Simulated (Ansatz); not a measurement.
# InCl₂O radical: up Jacob's ladder to CCSD(T)

The task here is to estimate one member of a computed series from the others.

The runs use Ansatz 0.2.0, Gaussian basis; functionals in def2-TZVPP, the program's frozen cores in correlated methods.

Plan: LDA (SPW92), PBE-D4, revPBE-D4, BLYP-D4, r2SCAN-D4, B97M-V, PBE0-D4, B3LYP-D4, r2SCANh-D4, r2SCAN0-D4, HSE06-D4, BHLYP-D4, CAM-B3LYP-D4, LC-ωPBE, ωB97X-V, ωB97M-V, B2PLYP, PBE-QIDH; CCSD(T)/def2-SVP; CCSD(T)/def2-TZVPP; MP2/def2-QZVPP; extrapolation to the limit; RPA on PBE.

## Structure used throughout

An earlier PBE0-D4 in a triple-zeta def2 set relaxation fixed the geometry. In takes the def2 core potential; no spin-orbit term is included.

SMILES `[O][In]([Cl])[Cl]`, 4 atoms, charge 0, spin multiplicity 2.

Atoms are counted from 1 here; the program's logs count them from 0.

Bond lengths: O1–In2 1.989 Å, In2–Cl3 2.293 Å, In2–Cl4 2.293 Å. Angles: O1–In2–Cl3 119.2°, O1–In2–Cl4 119.2°, Cl3–In2–Cl4 121.6°.

Geometry (Å):

```xyz
4

O     0.6063    1.0140    1.6676
In    0.0317    0.0160    0.0454
Cl    0.7416   -2.1450   -0.2482
Cl   -1.3241    1.0547   -1.4852
```

Set-up of the first run:

in.yaml

```yaml
crystal:
  periodic: [false, false, false]
  atoms:
    - {symbol: O, position_ang: [0.606268, 1.013990, 1.667626]}
    - {symbol: In, position_ang: [0.031729, 0.015988, 0.045413]}
    - {symbol: Cl, position_ang: [0.741646, -2.144973, -0.248183]}
    - {symbol: Cl, position_ang: [-1.324144, 1.054695, -1.485156]}
basis:
  gaussian: {orbitals: def2-TZVPP}
magnetization: {spin_polarized: true, initial_magnetization: 1}
hamiltonian: {xc: lda}
output: {orbitals: {seedname: orbitals}}
```

Steps of the session up to this table: LDA; PBE-D4 (GGA); revPBE-D4 (GGA); BLYP-D4 (GGA); r2SCAN-D4 (meta-GGA); B97M-V (meta-GGA); PBE0-D4 (hybrid); B3LYP-D4 (hybrid); r2SCANh-D4 (hybrid); r2SCAN0-D4 (hybrid); HSE06-D4 (hybrid); BHLYP-D4 (hybrid); CAM-B3LYP-D4 (range-separated); LC-ωPBE-D4 (range-separated; the results give it without D4); ωB97X-V (range-separated); ωB97M-V (range-separated); B2PLYP (double hybrid); PBE-QIDH (double hybrid).

One of the session's tables, all rows but one given; the rest of the session is left out.

It belongs to the step «Orbital energies across the functionals». 

```
  functional  HOMO (eV)  LUMO (eV)  gap (eV)
 LDA (SPW92)      -7.62      -7.29      0.33
      PBE-D4      -7.51      -6.52      0.99
   revPBE-D4      -7.44      -6.32      1.12
     BLYP-D4      -7.42      -6.51      0.91
   r2SCAN-D4      -7.90      -5.65      2.24
      B97M-V      -7.95      -5.56      2.40
     PBE0-D4      -9.19      -4.48      4.71
    B3LYP-D4      -8.93      -5.11      3.81
  r2SCANh-D4      -8.51      -4.94      3.57
  r2SCAN0-D4      -9.45      -3.91      5.54
    HSE06-D4      -8.77      -4.89      3.88
    BHLYP-D4     -10.63      -2.67      7.96
CAM-B3LYP-D4     -10.71      -3.39      7.32
     LC-ωPBE     -12.14      -1.83     10.31
     ωB97X-V     -11.73      -2.22      9.51
     ωB97M-V          ?          ?         ?
```

Q: Estimate the row for ωB97M-V from the others.

As computed: HOMO (eV): -11.59; LUMO (eV): -2.26; gap (eV): 9.33. In the column «HOMO (eV)» it lies between ωB97X-V (-11.73) and CAM-B3LYP-D4 (-10.71).
